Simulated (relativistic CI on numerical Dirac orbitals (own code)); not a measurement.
**Hg: one ion under different settings**

How much do the settings matter for Hg? One ion, several inputs.

Method: Dirac-Coulomb-Breit CI, KLI orbitals optimised for each configuration, model QED (radiative potential, 1s self-energy scaled to tabulated hydrogen-like ionisation energies), numerical settings as typed. Code: relativistic CI on numerical Dirac orbitals (own code) version 3.

**1. The atom as given**

- ion: Hg (Hg I)
- nuclear charge: 80
- electrons: 80
- isotope: A = 202

**2. The usual input**

Settings of the run:

```ini
atom Hg  Z=80  charge=0  electrons=80
nucleus A=202  rms_radius_fm=5.4648
hamiltonian dirac-coulomb  breit=on  qed=on  c_scale=1
orbitals kli  potential=per-configuration
slater_scale 1
correlation none
mixing on
grid step=0.0125 r_max=323.6
scf mixing=0.4 start=green max_iterations=150 tolerance=2e-08 node_fill=0.05
configurations
  [Xe] 4f14 5d10 6s2
  [Xe] 4f14 5d10 6s 6p
  [Xe] 4f14 5d10 6s 6d
  [Xe] 4f14 5d10 6p2
  [Xe] 4f14 5d10 6s 7s
end
```

Command:

```console
> python run_levels.py task.json out
```

task.json lists these runs, among others, and the program works through them in turn.

**3. Breit term off**

Changes to the settings of step 2:

```diff
@@ -2,3 +2,3 @@
 nucleus A=202  rms_radius_fm=5.4648
-hamiltonian dirac-coulomb  breit=on  qed=on  c_scale=1
+hamiltonian dirac-coulomb  breit=off  qed=on  c_scale=1
 orbitals kli  potential=per-configuration
```

**4. Nuclear radius 7.1042, node fill 0.01**

Settings of the run:

```ini
atom Hg  Z=80  charge=0  electrons=80
nucleus A=202  rms_radius_fm=7.1042
hamiltonian dirac-coulomb  breit=on  qed=on  c_scale=1
orbitals kli  potential=per-configuration
slater_scale 1
correlation none
mixing on
grid step=0.0125 r_max=323.6
scf mixing=0.4 start=green max_iterations=150 tolerance=2e-08 node_fill=0.01
configurations
  [Xe] 4f14 5d10 6s2
  [Xe] 4f14 5d10 6s 6p
  [Xe] 4f14 5d10 6s 6d
  [Xe] 4f14 5d10 6p2
  [Xe] 4f14 5d10 6s 7s
end
```

**5. Grid step 0.006, Breit term off, tolerance 1e-06**

Settings of the run:

```ini
atom Hg  Z=80  charge=0  electrons=80
nucleus A=202  rms_radius_fm=5.4648
hamiltonian dirac-coulomb  breit=off  qed=on  c_scale=1
orbitals kli  potential=per-configuration
slater_scale 1
correlation none
mixing on
grid step=0.006 r_max=323.6
scf mixing=0.4 start=green max_iterations=150 tolerance=1e-06 node_fill=0.05
configurations
  [Xe] 4f14 5d10 6s2
  [Xe] 4f14 5d10 6s 6p
  [Xe] 4f14 5d10 6s 6d
  [Xe] 4f14 5d10 6p2
  [Xe] 4f14 5d10 6s 7s
end
```

**6. Start potential previous, Breit term off, node fill 0**

Changes to the settings of step 5:

```diff
@@ -7,4 +7,4 @@
 mixing on
-grid step=0.006 r_max=323.6
-scf mixing=0.4 start=green max_iterations=150 tolerance=1e-06 node_fill=0.05
+grid step=0.0125 r_max=323.6
+scf mixing=0.4 start=previous max_iterations=150 tolerance=2e-08 node_fill=0
 configurations
```

**7. Potential mixing 1.8**

Settings of the run:

```ini
atom Hg  Z=80  charge=0  electrons=80
nucleus A=202  rms_radius_fm=5.4648
hamiltonian dirac-coulomb  breit=on  qed=on  c_scale=1
orbitals kli  potential=per-configuration
slater_scale 1
correlation none
mixing on
grid step=0.0125 r_max=323.6
scf mixing=1.8 start=green max_iterations=64 tolerance=2e-08 node_fill=0.05
configurations
  [Xe] 4f14 5d10 6s2
  [Xe] 4f14 5d10 6s 6p
  [Xe] 4f14 5d10 6s 6d
  [Xe] 4f14 5d10 6p2
  [Xe] 4f14 5d10 6s 7s
end
```

(Steps that only read results are left out.)

**Question.** What will these runs give? Wanted: lowest level, usual settings; total energy; first excitation.

The runs gave:

| setting | total energy less usual (Ha) | largest shift of a level among the lowest eight of both runs, same label and place (cm⁻¹) | SCF iterations | time | lowest level | kind of change |
| --- | --- | --- | --- | --- | --- | --- |
| usual | 0 | 0 | 68 | 0.99 s | 6s2 1S0 | - |
| Breit term off | -22.6 | 91.3 | 68 | 0.89 s | 6s2 1S0 | model term |
| nuclear radius 7.1042, node fill 0.01 | 2.45 | 117 | 68 | 0.98 s | 6s2 1S0 | unphysical constant |
| grid step 0.006, Breit term off, tolerance 1e-06 | -22.6 | 91.3 | 58 | 1.8 s | 6s2 1S0 | model term |
| start potential previous, Breit term off, node fill 0 | -22.6 | 216 | 55 | 0.76 s | 6s2 1S0 | model term |
| potential mixing 1.8 | 0 | 0 | 114 | 1.4 s | 6s2 1S0 | extreme, harmless here |

| quantity | value |
| --- | --- |
| lowest level, usual settings | 6s2 1S0 |
| total energy | -19610.6492 Ha |
| first excitation | 29616 cm⁻¹ |

In words: Among the runs whose levels can be followed, they move most under «start potential previous, Breit term off, node fill 0» (model term), by up to 216 cm⁻¹. No visible change in the result comes from «potential mixing 1.8». «Potential mixing 1.8» costs 114 SCF iterations against 68. Only the listed configurations are in the model. Near neutrality, missing correlation can shift configurations against each other by thousands of cm⁻¹.
